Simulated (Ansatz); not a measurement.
# Si: the cost of one run

Program: Ansatz 0.2.0. Level of theory: DFT PBE, scalar-relativistic, plane waves, PAW. These are calculated values, not measurements.

The COD entry's cell or inner coordinates are ideal or old and differ from later refinements, so a difference from it is no clean test against experiment.

### Step 1. The system as given

It takes space group Fd-3m (No. 227, cubic). The conventional cell has a = 5.427 Å, b = 5.427 Å, c = 5.427 Å, α = 90.00°, β = 90.00°, γ = 90.00°. Si (site symmetry -43m) is surrounded by 4 Si at 2.35 Å.

Structure file:

```cif
data_structure
_symmetry_space_group_name_H-M 'P 1'
_symmetry_Int_Tables_number 1
_cell_length_a 11.5127
_cell_length_b 11.5127
_cell_length_c 11.5127
_cell_angle_alpha 60.000
_cell_angle_beta 60.000
_cell_angle_gamma 60.000
_cell_volume 1078.98
loop_
_atom_site_label
_atom_site_type_symbol
_atom_site_fract_x
_atom_site_fract_y
_atom_site_fract_z
_atom_site_occupancy
Si1 Si 0.25000 0.25000 0.25000 1
Si2 Si 0.25000 0.25000 0.58333 1
Si3 Si 0.25000 0.25000 0.91667 1
Si4 Si 0.25000 0.58333 0.25000 1
Si5 Si 0.25000 0.58333 0.58333 1
Si6 Si 0.25000 0.58333 0.91667 1
Si7 Si 0.25000 0.91667 0.25000 1
Si8 Si 0.25000 0.91667 0.58333 1
Si9 Si 0.25000 0.91667 0.91667 1
Si10 Si 0.58333 0.25000 0.25000 1
Si11 Si 0.58333 0.25000 0.58333 1
Si12 Si 0.58333 0.25000 0.91667 1
Si13 Si 0.58333 0.58333 0.25000 1
Si14 Si 0.58333 0.58333 0.58333 1
Si15 Si 0.58333 0.58333 0.91667 1
Si16 Si 0.58333 0.91667 0.25000 1
Si17 Si 0.58333 0.91667 0.58333 1
Si18 Si 0.58333 0.91667 0.91667 1
Si19 Si 0.91667 0.25000 0.25000 1
Si20 Si 0.91667 0.25000 0.58333 1
Si21 Si 0.91667 0.25000 0.91667 1
Si22 Si 0.91667 0.58333 0.25000 1
Si23 Si 0.91667 0.58333 0.58333 1
Si24 Si 0.91667 0.58333 0.91667 1
Si25 Si 0.91667 0.91667 0.25000 1
Si26 Si 0.91667 0.91667 0.58333 1
Si27 Si 0.91667 0.91667 0.91667 1
Si28 Si 0.16667 0.16667 0.16667 1
Si29 Si 0.16667 0.16667 0.50000 1
Si30 Si 0.16667 0.16667 0.83333 1
Si31 Si 0.16667 0.50000 0.16667 1
Si32 Si 0.16667 0.50000 0.50000 1
Si33 Si 0.16667 0.50000 0.83333 1
Si34 Si 0.16667 0.83333 0.16667 1
Si35 Si 0.16667 0.83333 0.50000 1
Si36 Si 0.16667 0.83333 0.83333 1
Si37 Si 0.50000 0.16667 0.16667 1
Si38 Si 0.50000 0.16667 0.50000 1
Si39 Si 0.50000 0.16667 0.83333 1
Si40 Si 0.50000 0.50000 0.16667 1
Si41 Si 0.50000 0.50000 0.50000 1
Si42 Si 0.50000 0.50000 0.83333 1
Si43 Si 0.50000 0.83333 0.16667 1
Si44 Si 0.50000 0.83333 0.50000 1
Si45 Si 0.50000 0.83333 0.83333 1
Si46 Si 0.83333 0.16667 0.16667 1
Si47 Si 0.83333 0.16667 0.50000 1
Si48 Si 0.83333 0.16667 0.83333 1
Si49 Si 0.83333 0.50000 0.16667 1
Si50 Si 0.83333 0.50000 0.50000 1
Si51 Si 0.83333 0.50000 0.83333 1
Si52 Si 0.83333 0.83333 0.16667 1
Si53 Si 0.83333 0.83333 0.50000 1
Si54 Si 0.83333 0.83333 0.83333 1
```

The runs take a perfect supercell of 54 atoms; the defect goes to fractional position (0.250, 0.250, 0.250).

### Step 2. The perfect supercell

Contents of input.yaml:

```yaml
crystal:
  lattice:
    - [0.0, 8.14068, 8.14068]
    - [8.14068, 0.0, 8.14068]
    - [8.14068, 8.14068, 0.0]
  atoms:
    - { symbol: Si, position: [0.25, 0.25, 0.25] }
    - { symbol: Si, position: [0.25, 0.25, 0.583333] }
    - { symbol: Si, position: [0.25, 0.25, 0.916667] }
    - { symbol: Si, position: [0.25, 0.583333, 0.25] }
    - { symbol: Si, position: [0.25, 0.583333, 0.583333] }
    - { symbol: Si, position: [0.25, 0.583333, 0.916667] }
    - { symbol: Si, position: [0.25, 0.916667, 0.25] }
    - { symbol: Si, position: [0.25, 0.916667, 0.583333] }
    - { symbol: Si, position: [0.25, 0.916667, 0.916667] }
    - { symbol: Si, position: [0.583333, 0.25, 0.25] }
    - { symbol: Si, position: [0.583333, 0.25, 0.583333] }
    - { symbol: Si, position: [0.583333, 0.25, 0.916667] }
    - { symbol: Si, position: [0.583333, 0.583333, 0.25] }
    - { symbol: Si, position: [0.583333, 0.583333, 0.583333] }
    - { symbol: Si, position: [0.583333, 0.583333, 0.916667] }
    - { symbol: Si, position: [0.583333, 0.916667, 0.25] }
    - { symbol: Si, position: [0.583333, 0.916667, 0.583333] }
    - { symbol: Si, position: [0.583333, 0.916667, 0.916667] }
    - { symbol: Si, position: [0.916667, 0.25, 0.25] }
    - { symbol: Si, position: [0.916667, 0.25, 0.583333] }
    - { symbol: Si, position: [0.916667, 0.25, 0.916667] }
    - { symbol: Si, position: [0.916667, 0.583333, 0.25] }
    - { symbol: Si, position: [0.916667, 0.583333, 0.583333] }
    - { symbol: Si, position: [0.916667, 0.583333, 0.916667] }
    - { symbol: Si, position: [0.916667, 0.916667, 0.25] }
    - { symbol: Si, position: [0.916667, 0.916667, 0.583333] }
    - { symbol: Si, position: [0.916667, 0.916667, 0.916667] }
    - { symbol: Si, position: [0.166667, 0.166667, 0.166667] }
    - { symbol: Si, position: [0.166667, 0.166667, 0.5] }
    - { symbol: Si, position: [0.166667, 0.166667, 0.833333] }
    - { symbol: Si, position: [0.166667, 0.5, 0.166667] }
    - { symbol: Si, position: [0.166667, 0.5, 0.5] }
    - { symbol: Si, position: [0.166667, 0.5, 0.833333] }
    - { symbol: Si, position: [0.166667, 0.833333, 0.166667] }
    - { symbol: Si, position: [0.166667, 0.833333, 0.5] }
    - { symbol: Si, position: [0.166667, 0.833333, 0.833333] }
    - { symbol: Si, position: [0.5, 0.166667, 0.166667] }
    - { symbol: Si, position: [0.5, 0.166667, 0.5] }
    - { symbol: Si, position: [0.5, 0.166667, 0.833333] }
    - { symbol: Si, position: [0.5, 0.5, 0.166667] }
    - { symbol: Si, position: [0.5, 0.5, 0.5] }
    - { symbol: Si, position: [0.5, 0.5, 0.833333] }
    - { symbol: Si, position: [0.5, 0.833333, 0.166667] }
    - { symbol: Si, position: [0.5, 0.833333, 0.5] }
    - { symbol: Si, position: [0.5, 0.833333, 0.833333] }
    - { symbol: Si, position: [0.833333, 0.166667, 0.166667] }
    - { symbol: Si, position: [0.833333, 0.166667, 0.5] }
    - { symbol: Si, position: [0.833333, 0.166667, 0.833333] }
    - { symbol: Si, position: [0.833333, 0.5, 0.166667] }
    - { symbol: Si, position: [0.833333, 0.5, 0.5] }
    - { symbol: Si, position: [0.833333, 0.5, 0.833333] }
    - { symbol: Si, position: [0.833333, 0.833333, 0.166667] }
    - { symbol: Si, position: [0.833333, 0.833333, 0.5] }
    - { symbol: Si, position: [0.833333, 0.833333, 0.833333] }
basis:
  ecutwfc: 420
  fft_grid_basis: typed
kpoints:
  mp_grid: { grid: [1, 1, 1] }
hamiltonian:
  xc: pbe
  pseudopotentials: { kind: paw }
scf:
  occupations: { method: gaussian, width: 0.05 }
output:
  forces: true
  stress: false
  eigenvalues: true
  bader: false
  write_density: true
  volumetric_format: npy
```

On the command line:

```bash
$ ansatz run input.yaml --threads 4 --pin off --max-ram 10240MiB --backend cpu --events-out ev --progress --plain --runs-dir out
```

**Question.** How long does this run take on 4 threads of Intel Xeon 6975P-C (Granite Rapids), shared host, and how much memory does it need?

About 1.8 s, with a peak of 1 GiB.
